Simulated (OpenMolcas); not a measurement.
# BBrF (SMILES F[B]Br): UBHLYP/ANO-R3 (DKH3, RICD fitting)

Aim: the vertical doublet–quartet gap of BBrF at UBHLYP/ANO-R3 (DKH3, RICD fitting), from 2 runs. 

The results are computed with OpenMolcas 26.06.

### Step 1. The molecule

The species is BBrF (3 atoms), meant as a doublet with charge 0. As SMILES, `F[B]Br`. Geometry: relaxed at GFN2-xTB.

Bond lengths: F1–B2 1.311 Å, B2–Br3 1.878 Å. Angles: F1–B2–Br3 118.2°.

### Step 2. Energy and gradient at UBHLYP/ANO-R3 (DKH3, RICD fitting)

File job.inp:

```
* BBrF Kohn-Sham DFT

&gateway
 coord
 3
 bohr
 F     -0.67355508     2.34516902    -0.12895491
 B      0.82178520     0.47585194     0.50682455
 Br    -0.14823012    -2.82102095    -0.37786964
 basis = ANO-R3
 group = NoSym
 ricd

&seward
 relativistic = R03O02
 expert

&scf
 uhf
 spin = 2
 ksdft = HYB_GGA_XC_BHANDHLYP
 prorbitals = 1 1

&alaska
```

Launch:

```
export MOLCAS_MEM=1860
pymolcas job.inp > job.log
```

Log:

```text
--- Start Module: gateway ---
[...]
--- Stop Module: gateway /rc=_RC_ALL_IS_WELL_ ---
[...]
 ###    WARNING:  EXPERT option is ON!                                       ###
 ###############################################################################
               SEWARD will generate:
[...]
      Basis functions          162
[...]
--- Start Module: scf ---
[...]
       Convergence after  12 Iterations
[...]
::    Total KS-DFT energy                           -2731.0397142165
[...]
      Total spin, S                                     0.5015269939
[...]
      Total electronic charge=   49.000000
      Total            charge=   -0.000000
[...]
      Dipole Moment (debye):
      Origin of the operator (angstrom)=   -0.0750   -0.8397   -0.1297
                   X=  2.0595E-01               Y= -2.1493E-01               Z=  9.2016E-02           Total=  3.1157E-01
      Quadrupole Moment (debye*angstrom):
[...]
--- Stop Module: scf /rc=_RC_ALL_IS_WELL_ ---
[...]
--- Start Module: alaska ---
[...]
 *              Molecular gradients               *
 **************************************************
  Irreducible representation: a
 ------------------------------------------------------------------------------------------
                              X                       Y                       Z
 ------------------------------------------------------------------------------------------
  F1               -1.31524694528782E-02    6.13579274979870E-03   -6.67141035551699E-03
  B2                1.42246290549970E-02   -1.84398395938876E-02    5.97904264206583E-03
  BR3              -1.07215960211704E-03    1.23040468446511E-02    6.92367713310382E-04
 ------------------------------------------------------------------------------------------
--- Stop Module: alaska /rc=_RC_ALL_IS_WELL_ ---
[...]
```

Wall time 2.1 min (1 thread of Arm Neoverse N1, shared host); peak memory 0.78 GiB.

### Step 3. The quartet

File job.inp:

```
* BBrF Kohn-Sham DFT
&GATEWAY
Coord
3
bohr
F     -0.67355508     2.34516902    -0.12895491
B      0.82178520     0.47585194     0.50682455
Br    -0.14823012    -2.82102095    -0.37786964
Basis = ANO-R3
Group = NoSym
RICD
&SEWARD
Relativistic = R03O02
Expert
&SCF
UHF
Spin = 4
KSDFT = HYB_GGA_XC_BHANDHLYP
PrOrbitals = 1 1
&ALASKA
```

Launch:

```
export MOLCAS_MEM=1860
pymolcas job.inp > job.log
```

Log:

```text
--- Start Module: gateway ---
[...]
--- Stop Module: gateway /rc=_RC_ALL_IS_WELL_ ---
[...]
 ###    WARNING:  EXPERT option is ON!                                       ###
 ###############################################################################
               SEWARD will generate:
[...]
      Basis functions          162
[...]
--- Start Module: scf ---
[...]
       Convergence after  19 Iterations
[...]
::    Total KS-DFT energy                           -2730.8188820216
[...]
      Total spin, S                                     1.5014902419
[...]
      Total electronic charge=   49.000000
      Total            charge=   -0.000000
[...]
      Dipole Moment (debye):
      Origin of the operator (angstrom)=   -0.0750   -0.8397   -0.1297
                   X= -7.9413E-01               Y= -3.8380E+00               Z= -8.4356E-01           Total=  4.0091E+00
      Quadrupole Moment (debye*angstrom):
[...]
--- Stop Module: scf /rc=_RC_ALL_IS_WELL_ ---
[...]
--- Start Module: alaska ---
[...]
 *              Molecular gradients               *
 **************************************************
  Irreducible representation: a
 ------------------------------------------------------------------------------------------
                              X                       Y                       Z
 ------------------------------------------------------------------------------------------
  F1                2.68033980004763E-02   -1.87055613454135E-02    1.29461886920499E-02
  B2               -5.26041412840126E-02   -4.62477515048261E-02   -3.40962543611569E-02
  BR3               2.58007432835754E-02    6.49533128501290E-02    2.11500656689987E-02
 ------------------------------------------------------------------------------------------
--- Stop Module: alaska /rc=_RC_ALL_IS_WELL_ ---
[...]
```

Run time: 2.9 min. Hardware: 1 thread of Arm Neoverse N1, shared host; peak memory 0.78 GiB.

### Step 4. What came out

Level: UBHLYP/ANO-R3 (DKH3, RICD fitting).

| quantity | value |
| --- | --- |
| doublet: total energy | -2731.03971 Eh |
| doublet: dipole moment | 0.31 D |
| doublet: HOMO energy (highest over α and β) | -8.09 eV |
| doublet: LUMO energy (lowest over α and β) | -1.67 eV |
| doublet: ⟨S²⟩ | 0.753 |
| doublet: largest force on an atom | 1.236 eV/Å |
| quartet: total energy | -2730.81888 Eh |
| quartet: dipole moment | 4.01 D |
| quartet: HOMO energy (highest over α and β) | -4.36 eV |
| quartet: ⟨S²⟩ | 3.756 |
| quartet: largest force on an atom | 4.006 eV/Å |
| vertical energy of the quartet above the doublet | 6.009 eV |

In words: At this shape the quartet lies 6.01 eV (139 kcal/mol) above the doublet. The largest force (doublet) is 1.24 eV/Å: the shape isn't a stationary point for this species at this level.
